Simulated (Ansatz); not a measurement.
# Cu: the cost of one run

Program: Ansatz 0.2.0 through its Python package. Level of theory: DFT PBEsol, plane waves, PAW. These are calculated values, not measurements.

This is Cu in the hcp structure; at room conditions it is fcc.

## Step 1: Starting point

Symmetry: P6_3/mmc, No. 194, hexagonal system. The conventional cell has a = 2.534 Å, b = 2.534 Å, c = 4.113 Å, α = 90.00°, β = 90.00°, γ = 120.00°. Cu (site symmetry -6m2) is surrounded by 12 Cu at 2.52 to 2.53 Å.

The script holds or builds the structure itself.

## Step 2: The script

File smear_cu.py:

```python
from dataclasses import dataclass

import ansatz as az
import matplotlib.pyplot as plt


@dataclass
class Options:
    xc: str = "pbesol"
    kgrid: tuple[int, ...] = (12, 12, 7)


opts = Options()

xtal = (
    az.Lattice.from_parameters(2.534097, 2.534097, 4.112571, alpha=90, beta=90, gamma=120)
    .space_group(194)
    .atom("Cu", [1 / 3, 2 / 3, 0.25])
)

base = xtal.calculation()
base = base.functional(opts.xc).pseudopotentials("paw")
base = base.kpoints(*opts.kgrid)
base = base.stress()

rows = []
for value in [0.5, 0.3, 0.2, 0.1]:
    summary = base.occupations("cold", width=value).run(threads=1, backend="cpu").report
    rows.append((value, summary["free_energy_ev"] / len(summary["lattice"]["sites"]), summary["n_iterations"], sum(summary["stress_gpa"][i][i] for i in range(3)) / 3, summary["n_kpoints"]))

print("  width (eV)   F/atom (eV)    iterations       P (GPa)      k-points")
for row in rows:
    print(f"{str(row[0]):>12s}  {row[1]:12.5f}  {row[2]:12d}  {row[3]:12.3f}  {row[4]:12d}")

for row in rows[:-1]:
    shift = 1000 * (row[1] - rows[-1][1])
    print(f"{row[0]}: {shift:+.2f} meV/atom" + ("  (within 2 meV)" if abs(shift) < 2 else ""))
plt.figure(figsize=(4.5, 3))
plt.plot([str(row[0]) for row in rows], [1000 * (row[1] - rows[-1][1]) for row in rows], "o-")
plt.xlabel("width (eV)")
plt.ylabel("F - F(last) (meV/atom)")
plt.tight_layout()
plt.savefig("smear.png", dpi=100)
```

## Step 3: The input behind the calls

The engine receives this input (first run):

```yaml
crystal:
  lattice:
    a: 2.534097
    b: 2.534097
    c: 4.112571
    alpha: 90.0
    beta: 90.0
    gamma: 120.0
  space_group: 194
  atoms:
    - { symbol: Cu, position: [0.3333333333333333, 0.6666666666666666, 0.25] }
kpoints:
  mp_grid:
    grid: [12, 12, 7]
hamiltonian:
  xc: pbesol
  pseudopotentials:
    kind: paw
scf:
  occupations:
    method: cold
    width: 0.5
output:
  stress: true
```

## Step 4: The run

Launch:

```bash
python smear_cu.py
```

**Question.** How long does this script take on 1 thread of Arm Neoverse V2, shared host, and how much memory does it need?

About 7.7 s, with a peak of 0.41 GiB.
